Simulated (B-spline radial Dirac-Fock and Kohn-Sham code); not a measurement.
# Inner shells of Ru⁺

Wanted for ruthenium as Ru⁺: its X-ray form factor and Compton profile and the binding energy of each subshell.

The numbers are computed with B-spline radial Dirac-Fock and Kohn-Sham code (version 3): a free atom or ion on a radial basis; each step names its model.

## 1. What is computed

The Ru⁺ ion, [Kr] 4d7, inside a Watson sphere of charge -1 and radius 2 Å (a model of the Madelung potential; inside it an electron's potential energy is raised by 7.2 eV).

```yaml
nuclear_charge: 44
electrons: 43
mass_number: 102
nuclear_rms_radius: 4.4809 fm
```

Outer shells as boxes (Hund's rule, for the drawing alone; heavy ions are jj-coupled, and the calculation averages over the configuration):

```
[Kr] core
4d [↑↓][↑↓][↑ ][↑ ][↑ ]
```

## 2. Scattering by the electron cloud

Model: Dirac-Fock average of configuration, finite nucleus; form factor of the spherical density, Waller-Hartree incoherent function, impulse-approximation Compton profiles.

The run's settings:

```ini
task = scatter
Z = 44
charge = 1
configuration = 1s2 2s2 2p6 3s2 3p6 3d10 4s2 4p6 4d7
mass_number = 102
rms_radius = 4.4809  # fm
s = [0.0, 0.1, 0.12, 0.14, 0.18, 0.22, 0.27, 0.33, 0.41, 0.51, 0.62, 0.77, 0.95, 1.17, 1.44, 1.77, 2.19, 2.7, 3.32, 4.09, 5.05, 6.22, 7.66]  # 1/A
pz = [0, 0.1, 0.2, 0.3, 0.4, 0.5, 0.6, 0.8, 1.0, 1.2, 1.4, 1.6, 1.8, 2.0, 2.5, 3.0, 4.0, 5.0, 7.0, 10.0, 15.0, 20.0, 30.0, 40.0, 60.0, 100.0]  # a.u.
photon_energy = [1000, 5000, 8047.8, 10000, 17479.3, 30000, 50000, 100000]  # eV
watson_charge = -1  # e
watson_radius = 2.0  # A
```

Main fields of the result record, rounded:

```text
{
  "status": "converged",
  "form_factor [e]": [43.0, 40.515, 39.562, 38.526, 36.316, 34.069, 31.391, 28.529, 25.393, 22.43, 20.008, 17.408, 14.691, 11.754, 8.9887, 6.9314, 5.6269, 4.7122, 3.7506, 2.728, 1.898, 1.4025, 1.1306],
  "incoherent": [-2.446e-12, 2.7064, 3.5948, 4.4867, 6.1936, 7.7576, 9.5519, 11.564, 14.083, 16.919, 19.53, 22.295, 24.867, 27.459, 30.082, 32.586, 34.911, 36.887, 38.542, 39.867, 40.822, 41.474, 41.97],
  "compton_total [1/a.u.]": [6.5615, 6.5541, 6.5316, 6.4918, 6.4302, 6.3406, 6.2172, 5.8617, 5.3833, 4.837, 4.2818, 3.763, 3.3072, 2.9243, 2.2602, 1.8852, 1.474, 1.1733, 0.71532, 0.36681, 0.1556, 0.077074, 0.025256, 0.010472, 0.0024812, 0.00028271],
  "shells": ["1s1/2", "2s1/2", "2p1/2", "2p3/2", "3s1/2", "3p1/2", "3p3/2", "3d3/2", "3d5/2", "4s1/2", "4p1/2", "4p3/2", "4d3/2", "4d5/2"],
  "occupation": [2.0, 2.0, 2.0, 4.0, 2.0, 2.0, 4.0, 4.0, 6.0, 2.0, 2.0, 4.0, 2.8, 4.2],
  "mean_momentum [a.u.]": [39.426, 13.795, 18.519, 17.827, 6.4476, 7.6922, 7.4909, 8.796, 8.7188, 2.6758, 2.8969, 2.8202, 2.4206, 2.3857],
  "r2 [bohr^2]": 37.249,
  "r_inverse [1/bohr]": 248.84,
  "r1 [bohr]": 28.407,
  "coherent [b]": [1181.9, 698.42, 483.27, 397.66, 211.9, 99.517, 45.622, 13.902],
  "incoherent_cross_section [b]": [0.65159, 5.9164, 8.9861, 10.501, 14.302, 17.477, 19.262, 19.144],
  "radial_jk": {
    "4d": {"j0": [1.0, 0.79373, 0.71948, 0.64197, 0.48843, 0.34998, 0.21036, 0.094555, 0.011696, -0.020612, -0.015744, 0.0048366, 0.019288, 0.019955, 0.011832, 0.0035252, -0.00085201, -0.0016354, -0.0010616, -0.00043414, -0.00011281, -1.3226e-05, 4.2856e-06], "j2": [0.0, 0.077535, 0.10271, 0.12715, 0.16898, 0.19682, 0.21035, 0.20107, 0.16373, 0.10686, 0.05494, 0.013408, -0.003091, -0.0016552, 0.0053156, 0.0089399, 0.0077762, 0.0046403, 0.0020501, 0.00064035, 0.00011373, -7.9413e-06, -1.5842e-05], "j4": [0.0, 0.0035168, 0.0065924, 0.010901, 0.023013, 0.038498, 0.059303, 0.081331, 0.099656, 0.10349, 0.090719, 0.06236, 0.031301, 0.008707, -0.00059858, -0.00017312, 0.0031002, 0.0045997, 0.0039726, 0.0025086, 0.0012397, 0.00050866, 0.00017823], "r2": 3.2222, "r4": 21.789, "r6": 285.81}
  }
}
```

Form factor and incoherent function, every second point:

| s (1/Å) | f (e) | f / N | S(s) |
| --- | --- | --- | --- |
| 0 | 43.00 | 1.000 | 0 |
| 0.120 | 39.56 | 0.920 | 3.595 |
| 0.180 | 36.32 | 0.845 | 6.194 |
| 0.270 | 31.39 | 0.730 | 9.552 |
| 0.410 | 25.39 | 0.591 | 14.08 |
| 0.620 | 20.01 | 0.465 | 19.53 |
| 0.950 | 14.69 | 0.342 | 24.87 |
| 1.44 | 8.989 | 0.209 | 30.08 |
| 2.19 | 5.627 | 0.131 | 34.91 |
| 3.32 | 3.751 | 0.087 | 38.54 |
| 5.05 | 1.898 | 0.044 | 40.82 |
| 7.66 | 1.131 | 0.026 | 41.97 |

## 3. Hole states by ΔSCF

Model: Dirac-Fock average of configuration, Delta-SCF, finite nucleus, first-order Breit with its frequency dependence, self-energy and vacuum polarisation.

Settings, as recorded:

```ini
task = binding
```

Main fields of the result record, rounded:

```text
{
  "status": "converged",
  "shells": ["K", "L1", "L2", "L3", "M1", "M2", "M3", "M4", "M5", "N1", "N2", "N3", "N4,5"],
  "total_energy_parts [Ha]": [-4517.67714, 3.16365288, -0.316311172, -0.0216684135, 2.12892789, -0.247641286],
  "koopmans [eV]": [22251.1, 3278.61, 3019.26, 2887.57, 611.954, 509.948, 486.816, 307.609, 303.157, 94.1814, 61.3822, 57.8107, 10.7183],
  "dirac_coulomb [eV]": [22189.8, 3246.05, 2983.66, 2852.82, 598.673, 496.378, 473.586, "-", 288.901, 90.3122, 58.0277, 54.6441, 9.03467],
  "gaunt [eV]": [-45.5868, -3.82571, -6.98788, -4.99456, -0.472084, -0.954442, -0.607143, "-", -0.0483297, -0.0639797, -0.119386, -0.0663144, 0.00813161],
  "retardation [eV]": [3.18695, 0.21654, 0.773141, 0.772451, 0.016027, 0.104703, 0.104342, "-", 0.00597657, 0.00206758, 0.0135436, 0.0135051, -0.00122733],
  "breit_frequency [eV]": [0.259509, -0.0282954, -0.00173131, 0.112742, -0.00645291, -0.0040056, 0.0177325, "-", -0.00158196, -0.00105881, -0.000711672, 0.00257985, -0.000194994],
  "self_energy [eV]": [-23.992, -2.81178, 0.242737, -0.0190021, -0.530447, 0.0440192, -0.000907264, "-", 0.0339016, -0.0900705, 0.00617999, -0.000605149, 0.00225937],
  "vacuum_polarisation [eV]": [2.87456, 0.312489, -0.0135038, -0.0194335, 0.0571722, -0.00302602, -0.00422059, "-", -0.00366247, 0.0097111, -0.000376333, -0.000558087, -0.000194868],
  "binding [eV]": [22126.6, 3239.91, 2977.68, 2848.68, 597.737, 495.565, 473.096, "-", 288.888, 90.1689, 57.927, 54.5927, 9.04345],
  "mean_radius [bohr]": [0.0334268, 0.145036, 0.123707, 0.128431, 0.400023, 0.393947, 0.404106, 0.381058, 0.384452, 1.02864, 1.11772, 1.14643, 1.63419]
}
```

total_energy_parts: Dirac-Coulomb, Gaunt, retardation, frequency dependence, self-energy, vacuum polarisation. Blank entries are hole states that did not converge, or in which two open shells of one symmetry are about equally filled, where the average of configuration falls too low.

Each level as Koopmans' value plus corrections (eV):

```csv
level,-ε,relaxation,Breit,QED,binding
1s,22251.1,-61.26,-42.14,-21.12,22126.6
2s,3278.6,-32.56,-3.64,-2.50,3239.9
2p1/2,3019.3,-35.60,-6.22,0.23,2977.7
2p3/2,2887.6,-34.75,-4.11,-0.04,2848.7
3s,612.0,-13.28,-0.46,-0.47,597.7
3p1/2,509.9,-13.57,-0.85,0.04,495.6
3p3/2,486.8,-13.23,-0.49,-0.01,473.1
3d5/2,303.2,-14.26,-0.04,0.03,288.9
4s,94.18,-3.87,-0.06,-0.08,90.17
4p1/2,61.38,-3.35,-0.11,0.01,57.93
4p3/2,57.81,-3.17,-0.05,0.00,54.59
4d,10.72,-1.68,0.01,0.00,9.04
```

Line energies follow by subtraction:

| line | energy (eV) |
| --- | --- |
| Kβ2' (K-N3) | 22072.0 |
| Kβ2'' (K-N2) | 22068.6 |
| Kβ1 (K-M3) | 21653.5 |
| Kβ3 (K-M2) | 21631.0 |
| Kα1 (K-L3) | 19277.9 |
| Kα2 (K-L2) | 19148.9 |
| Lγ3 (L1-N3) | 3185.3 |
| Lγ2 (L1-N2) | 3182.0 |
| Lγ5 (L2-N1) | 2887.5 |
| Lβ3 (L1-M3) | 2766.8 |
| Lβ6 (L3-N1) | 2758.5 |
| Lβ4 (L1-M2) | 2744.3 |
| Lα1 (L3-M5) | 2559.8 |
| Lη (L2-M1) | 2379.9 |

## 4. Outcome

| quantity | value |
| --- | --- |
| rms radius of the electron cloud | 0.931 bohr |
| form factor halves at | 0.55 1/Å |
| Compton profile at zero | 6.561 1/a.u. |
| deepest level listed, K (1s) | 22126.6 eV |
| least bound, N4,5 (4d) | 9.04 eV |
| Kα1 | 19277.9 eV |

What this shows: The form factor starts at the 43 electrons and halves by s = 0.55 1/Å. Incoherent scattering outweighs coherent from 100 keV on, among the energies asked. For K (1s), relaxation takes off 61.3 eV, Breit terms shift it by -42.14 and QED by -21.12 eV. The Hartree-Fock and Dirac-Fock values hold no electron correlation.
